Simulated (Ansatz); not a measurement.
**C2H8OSi (SMILES CC[SiH2]O), step by step**

Wanted: a series of 14 runs (HF/STO-3G, UHF/STO-3G, HF/3-21G, UHF/3-21G, HF/6-31G*, B3LYP/6-31G*, MP2/6-31G*) of C2H8OSi. 

The results are computed with Ansatz 0.2.0.

### 1 The structure to begin with

C2H8OSi: 12 atoms, total charge 0, spin state singlet. As SMILES, `CC[SiH2]O`. The coordinates come from a PBE0-D4/def2-TZVP relaxation. This is one conformer, not always the lowest. The run starts from this shape.

Bond lengths: C1–C2 1.526 Å, C2–Si3 1.868 Å, Si3–O4 1.653 Å, C1–H5 1.094 Å, C1–H6 1.093 Å, C1–H7 1.093 Å, C2–H8 1.096 Å, C2–H9 1.097 Å, Si3–H10 1.494 Å, Si3–H11 1.484 Å, O4–H12 0.957 Å. Some angles: C1–C2–Si3 113.6°, C2–Si3–O4 112.4°, C1–C2–H8 110.5°, C1–C2–H9 110.5°, Si3–C2–H8 108.4°, Si3–C2–H9 107.5°, C2–C1–H5 111.5°, C2–C1–H6 111.3°, C2–C1–H7 111.8°, C2–Si3–H10 108.7°.

### 2 A geometry optimisation at HF/STO-3G (start density atoms) (run 1)

Input file job.yaml:

```yaml
crystal:
  periodic: [false, false, false]
  atoms:
    - {symbol: C, position_ang: [-1.462000, -0.315100, -0.130400]}
    - {symbol: C, position_ang: [-0.193100, -0.595200, 0.670600]}
    - {symbol: Si, position_ang: [1.348100, 0.138200, -0.088600]}
    - {symbol: O, position_ang: [1.258000, 1.782700, -0.229600]}
    - {symbol: H, position_ang: [-1.384700, -0.701300, -1.150800]}
    - {symbol: H, position_ang: [-1.659100, 0.758300, -0.198700]}
    - {symbol: H, position_ang: [-2.341400, -0.775300, 0.326800]}
    - {symbol: H, position_ang: [-0.292100, -0.210900, 1.691700]}
    - {symbol: H, position_ang: [-0.031100, -1.675800, 0.767200]}
    - {symbol: H, position_ang: [1.555800, -0.473500, -1.435500]}
    - {symbol: H, position_ang: [2.530600, -0.124900, 0.769100]}
    - {symbol: H, position_ang: [0.748100, 2.137600, -0.957900]}
basis:
  gaussian:
    orbitals: STO-3G
hamiltonian:
  xc: hf
relax:
  f_tol: 0.002
output: {orbitals: {seedname: orbitals}}
```

Command:

```bash
$ ansatz run job.yaml --threads 1 --pin off --max-ram 3480MiB --events-out events.jsonl --progress --plain --runs-dir runs
```

What it wrote:

```text
Warning: RAYON_NUM_THREADS=1 ignored (pool sized by the plan → 1); use --threads N
The last accepted step is kept in runs//last_step.txt (removed where the run ends without a failure and the disk answers)
[... 87 lines left out ...]
Total energy: -11944.31156636 eV, -438.9453539187 hartree
[... 12 lines left out ...]
Dipole moment:    -0.181658    -0.184601    -0.117323 e Å
```

It took 8.7 s on 1 thread of Arm Neoverse V2, shared host; peak memory 0.1 GiB.

Steps, from the record of the run:

```csv
step,energy from the first frame kept (eV),largest force (eV/Å)
1,0.0000,2.2412
2,-0.1910,1.0123
3,-0.2167,0.6545
4,-0.2259,0.5663
5,-0.2302,0.1082
6,-0.2306,0.0927
7,-0.2311,0.0254
8,-0.2311,0.0170
9,-0.2312,0.0052
10,-0.2312,0.0073
11,-0.2313,0.0036
12,-0.2313,0.0012
```

After the run. Bond lengths: C1–C2 1.543 Å, C2–Si3 1.869 Å, Si3–O4 1.684 Å, C1–H5 1.087 Å, C1–H6 1.087 Å, C1–H7 1.086 Å, C2–H8 1.085 Å, C2–H9 1.085 Å, Si3–H10 1.426 Å, Si3–H11 1.422 Å, O4–H12 0.985 Å. Some angles: C1–C2–Si3 114.4°, C2–Si3–O4 111.9°, C1–C2–H8 108.7°, C1–C2–H9 108.6°, Si3–C2–H8 109.7°, Si3–C2–H9 108.7°, C2–C1–H5 111.2°, C2–C1–H6 111.3°, C2–C1–H7 111.0°, C2–Si3–H10 108.9°.

### 3 The harmonic vibrations at HF/STO-3G (start density atoms) (run 2)

Input file run.yaml:

```yaml
crystal:
  periodic: [false, false, false]
  atoms:
    - {symbol: C, position_ang: [-1.453281, -0.315442, -0.155188]}
    - {symbol: C, position_ang: [-0.169302, -0.562530, 0.664165]}
    - {symbol: Si, position_ang: [1.385531, 0.128684, -0.109921]}
    - {symbol: O, position_ang: [1.342234, 1.808902, -0.211382]}
    - {symbol: H, position_ang: [-1.377197, -0.752097, -1.147520]}
    - {symbol: H, position_ang: [-1.648271, 0.747317, -0.272314]}
    - {symbol: H, position_ang: [-2.317683, -0.755211, 0.334501]}
    - {symbol: H, position_ang: [-0.301925, -0.141440, 1.655359]}
    - {symbol: H, position_ang: [-0.045210, -1.632062, 0.800327]}
    - {symbol: H, position_ang: [1.548039, -0.442231, -1.406397]}
    - {symbol: H, position_ang: [2.512193, -0.192719, 0.696251]}
    - {symbol: H, position_ang: [0.601971, 2.053631, -0.813981]}
basis:
  gaussian:
    orbitals: STO-3G
magnetization:
  spin_polarized: false
  initial_magnetization: 0
hamiltonian:
  xc: hf
phonons:
  temperatures: {t_min: 298.15, t_max: 298.15, t_step: 1}
```

Command:

```bash
$ ansatz run run.yaml --threads 1 --pin off --max-ram 3480MiB --events-out events.jsonl --progress --plain --runs-dir runs
```

What it wrote:

```text
Warning: RAYON_NUM_THREADS=1 ignored (pool sized by the plan → 1); use --threads N
[... 389 lines left out ...]
Total energy: -11944.31155152 eV, -438.9453533731 hartree
[... 12 lines left out ...]
Dipole moment:    -0.181658    -0.184600    -0.117324 e Å
Vibrations: 69.91 209.67 245.51 281.63 363.35 688.96 782.01 855.57 919.70 964.80 1090.76 1181.56 1219.28 1232.73 1267.79 1330.68 1531.02 1597.01 1747.53 1830.02 1851.89 1854.13 2865.73 2911.75 3559.56 3601.29 3713.84 3738.81 3740.64 4252.56 cm⁻¹, zero-point energy 3.192576 eV
```

Wall time 31 s (1 thread of Arm Neoverse V2, shared host); peak memory 0.083 GiB.

Runs 3 to 13 aren't shown in full; the table further down has their settings and results.

### 4 The harmonic vibrations at MP2/6-31G(d) (Cartesian functions, start density atoms) (run 14)

Input file molecule.yaml:

```yaml
crystal:
  periodic: [false, false, false]
  atoms:
    - {symbol: C, position_ang: [-1.453992, -0.303115, -0.137885]}
    - {symbol: C, position_ang: [-0.185410, -0.600603, 0.672686]}
    - {symbol: Si, position_ang: [1.366983, 0.127784, -0.094794]}
    - {symbol: O, position_ang: [1.274668, 1.795949, -0.250383]}
    - {symbol: H, position_ang: [-1.377127, -0.698107, -1.155944]}
    - {symbol: H, position_ang: [-1.631310, 0.774579, -0.209439]}
    - {symbol: H, position_ang: [-2.341067, -0.748244, 0.321581]}
    - {symbol: H, position_ang: [-0.296073, -0.215371, 1.693089]}
    - {symbol: H, position_ang: [-0.048868, -1.685878, 0.767950]}
    - {symbol: H, position_ang: [1.571866, -0.514640, -1.427143]}
    - {symbol: H, position_ang: [2.549087, -0.114850, 0.765803]}
    - {symbol: H, position_ang: [0.648342, 2.127298, -0.911621]}
basis:
  gaussian:
    orbitals: "6-31G*"
magnetization:
  spin_polarized: false
correlation:
  method: mp2
phonons:
  temperatures:
    t_min: 298.15
    t_max: 298.15
    t_step: 1
```

Command:

```bash
$ ansatz run molecule.yaml --threads 1 --pin off --max-ram 3480MiB --events-out events.jsonl --progress --plain --runs-dir runs
```

What it wrote:

```text
Warning: RAYON_NUM_THREADS=1 ignored (pool sized by the plan → 1); use --threads N
[... 26 lines left out ...]
8 core orbitals not correlated: weight in the atoms' cores, before any rotation towards them, 1.000 or more for the frozen orbitals, at most 0.000 for the correlated occupied ones
[... 173 lines left out ...]
8 core orbitals not correlated: weight in the atoms' cores, before any rotation towards them, 1.000 or more for the frozen orbitals, at most 0.000 for the correlated occupied ones
[... 173 lines left out ...]
8 core orbitals not correlated: weight in the atoms' cores, before any rotation towards them, 1.000 or more for the frozen orbitals, at most 0.000 for the correlated occupied ones
[... 176 lines left out ...]
Dipole moment:    -0.337014    -0.116476    -0.147642 e Å
[... 1 line left out ...]
Checks for a lower state left out: cluster_reference
```

Run time: 2.6 min. Hardware: 1 thread of Arm Neoverse V2, shared host; peak memory 0.17 GiB.

### 5 Overview of the runs

```csv
run,level,task,walk f tol,partner,energy (Eh),dipole moment (D),wall time
1,HF/STO-3G (start density atoms),optimise,0.002,base,-438.945354,1.37,8.7 s
2,HF/STO-3G (start density atoms),frequencies,–,base,-438.945353,1.37,31 s
3,UHF/STO-3G (start density atoms),energy,–,cation,-438.704334,–,0.36 s
4,UHF/STO-3G (start density atoms),optimise,–,cation,-438.735759,–,28 s
5,HF/3-21G (start density atoms),optimise,0.002,base,-441.842024,1.98,7.5 s
6,HF/3-21G (start density atoms),frequencies,–,base,-441.842024,1.98,31 s
7,UHF/3-21G (start density atoms),energy,–,cation,-441.484136,–,1.6 s
8,UHF/3-21G (start density atoms),optimise,–,cation,-441.518089,–,39 s
9,"HF/6-31G* (Cartesian functions, start density atoms)",optimise,0.002,base,-444.210964,1.71,12 s
10,"HF/6-31G* (Cartesian functions, start density atoms)",frequencies,–,base,-444.210964,1.71,81 s
11,"B3LYP/6-31G* (Cartesian functions, start density atoms)",optimise,0.002,base,-445.783379,1.81,32 s
12,"B3LYP/6-31G* (Cartesian functions, start density atoms)",frequencies,–,base,-445.783379,1.81,2.7 min
13,"MP2/6-31G* (Cartesian functions, start density atoms)",optimise,0.002,base,-444.733789,1.85,28 s
14,"MP2/6-31G* (Cartesian functions, start density atoms)",frequencies,–,base,-444.733789,1.85,2.6 min
```

### 6 Summary of results

| quantity | value |
| --- | --- |
| run 14, MP2/6-31G*: total energy | -444.73379 Eh |
| run 14, MP2/6-31G*: dipole moment (correlated density) | 1.85 D |
| run 14, MP2/6-31G*: correlation energy (8 core orbitals frozen) | -524.2 mEh |
| run 14, MP2/6-31G*: largest force on an atom | 0.002 eV/Å |
| run 14, MP2/6-31G*: lowest harmonic wavenumber | 80 cm⁻¹ |
| run 14, MP2/6-31G*: highest harmonic wavenumber | 3837 cm⁻¹ |
| run 14, MP2/6-31G*: zero-point energy | 260.5 kJ/mol |
| vertical ionisation energy (to the doublet cation), HF/STO-3G | 6.558 eV |
| vertical ionisation energy (to the doublet cation), HF/3-21G | 9.739 eV |
| adiabatic ionisation energy (to the doublet cation, no zero-point term), HF/STO-3G | 5.703 eV |
| adiabatic ionisation energy (to the doublet cation, no zero-point term), HF/3-21G | 8.815 eV |

What this shows: At HF/STO-3G: the vertical ionisation energy comes to 6.56 eV (151 kcal/mol). In a minimal basis such a difference can be off by several eV, whatever the method. At HF/3-21G: the vertical ionisation energy comes to 9.74 eV (940 kJ/mol). At HF/STO-3G: the adiabatic ionisation energy (to the doublet cation, no zero-point term) is 5.70 eV (132 kcal/mol). At HF/3-21G: the adiabatic ionisation energy (to the doublet cation, no zero-point term) is 8.81 eV (850 kJ/mol). In runs 1, 2, 3, 4 the basis is minimal, so the values are rough. All runs together took 10 min, the longest 2.7 min.
